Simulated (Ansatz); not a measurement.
# Cl2F3Zr: the cost of one run

All numbers below are computed with Ansatz 0.2.0 (UKS PBE-D4/def2-SVP).

1 further run of the same task is left out (it didn't finish).

## Step 1: The system as given

Bond lengths: Zr1–Cl2 2.770 Å, Zr1–F3 1.980 Å, Zr1–F4 1.979 Å, Zr1–F5 1.979 Å, Cl2–Cl6 2.340 Å. Angles: Zr1–Cl2–Cl6 180.0°, Cl2–Zr1–F3 109.4°, Cl2–Zr1–F4 109.5°, Cl2–Zr1–F5 109.5°, F3–Zr1–F4 109.5°, F3–Zr1–F5 109.5°, F4–Zr1–F5 109.5°.

Structure file:

```xyz
6

Zr    0.0000    0.0000    0.0000
Cl    0.0000    0.0000    2.7700
F     1.8671    0.0000   -0.6593
F    -0.9326    1.6157   -0.6593
F    -0.9326   -1.6157   -0.6593
Cl    0.0000    0.0000    5.1100
```

## Step 2: Pulling towards end A

Springs on the bonds that form and break draw the guess towards this end; the thresholds are loose.

File input.yaml:

```yaml
crystal:
  periodic: [false, false, false]
  atoms:
    - { symbol: Zr, position_ang: [0.0, 0.0, 0.0] }
    - { symbol: Cl, position_ang: [0.0, 0.0, 2.77] }
    - { symbol: F, position_ang: [1.8671, 0.0, -0.6593] }
    - { symbol: F, position_ang: [-0.9326, 1.6157, -0.6593] }
    - { symbol: F, position_ang: [-0.9326, -1.6157, -0.6593] }
    - { symbol: Cl, position_ang: [0.0, 0.0, 5.11] }
magnetization:
  spin_polarized: true
  initial_magnetization: 1
basis:
  gaussian: { orbitals: def2-SVP }
hamiltonian:
  xc: pbe
  dispersion: d4
relax:
  f_tol: 0.15
  max_steps: 25
  restrain:
    - { distance: [1, 5], at: 3.24, k: 30.0 }
    - { distance: [0, 1], at: 2.52, k: 30.0 }
```

Command:

```sh
$ ansatz run input.yaml --threads 4 --pin off --max-ram 5120MiB --backend cpu --events-out ev --progress --plain --runs-dir out
```

**Question.** How long does this run take on 4 threads of Arm Neoverse V2, shared host, and how much memory does it need?

About 27 s, with a peak of 0.28 GiB.
